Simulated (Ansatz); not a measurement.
## Si, space group I4/mmm: a projected density of states

Run with the Python package of Ansatz (0.2.0).

The script, `si_pdos.py`:
```python
'''Projected density of states of Si.'''

import warnings

import ansatz
import numpy as np

FUNCTIONAL = 'r2SCAN'
KGRID = (8, 8, 8)
FILLING = 'Marzari-Vanderbilt'
EXTRA_BANDS = 14

warnings.simplefilter('ignore', ansatz.DeckWarning)

si = (
    ansatz.Lattice.from_parameters(6.650889, 6.650889, 3.844771, alpha=90, beta=90, gamma=90)
    .space_group(139, hermann_mauguin='I4/mmm')
    .atom('Si', [0.678801, 0.678801, 0.5])
    .primitive()
)

job = (
    si.calculation()
    .functional(FUNCTIONAL)
    .kpoints(*KGRID)
    .occupations(FILLING)
    .scf(extra_bands=EXTRA_BANDS)
    .density_of_states(projected=True, energy_step=0.1)
)
session = job.session()
planned = session.plan(threads=1)
res = planned.execute()
data = res.report

dos = res.density_of_states()
energy = np.asarray(dos.energies_ev) - dos.fermi_ev
curves = {}
for site in res.projected_density_of_states().sites:
    for shell in site.shells:
        weight = sum(np.sum(curve.g_bin_mean_per_ev, axis=0) for curve in shell.curves)
        name = f'{site.species} {shell.label}'
        curves[name] = curves.get(name, 0) + weight

step = energy[1] - energy[0]
windows = [(-6, -3), (-3, 0), (0, 6)]
print('states by shell in windows of E - E_F (eV):', windows)
for name, g in curves.items():
    print(f'{name:8s}', ' '.join(f'{step * g[(energy >= a) & (energy < b)].sum():8.3f}' for a, b in windows))
filled = (energy < 0) & (energy > -6)
for name, g in curves.items():
    if g[filled].sum() * step > 0.5:
        print(f'centre of {name}: {np.average(energy[filled], weights=g[filled]):.2f} eV')
```

```console
$ python si_pdos.py
states by shell in windows of E - E_F (eV): [(-6, -3), (-3, 0), (0, 6)]
Si 3S       0.576    0.164    2.014
Si 3P       4.406    4.040    7.192
centre of Si 3S: -4.11 eV
centre of Si 3P: -3.14 eV
```

Notes:
- Semilocal gaps usually lie well under measured ones.
- An opening on this mesh may only mean that it misses a point where bands touch.
- The crystal has a gap of about 0.44 eV on the mesh; bins of finite width blur the band edges.
- This isn't the structure that Si takes at ambient conditions.
- Curves are summed over the cell's atoms. Only shells that the potentials hold have channels, so projections don't add up to the total, least of all where a shell is missing (p of most metals); heights and places of peaks move with the mesh.
- The density of states is complete only as far up as bands were computed.
- A band centre counts only the states inside the window taken.
- Finished in 16 s on 1 thread of Arm Neoverse V1, on a shared host, peak memory 0.63 GiB.
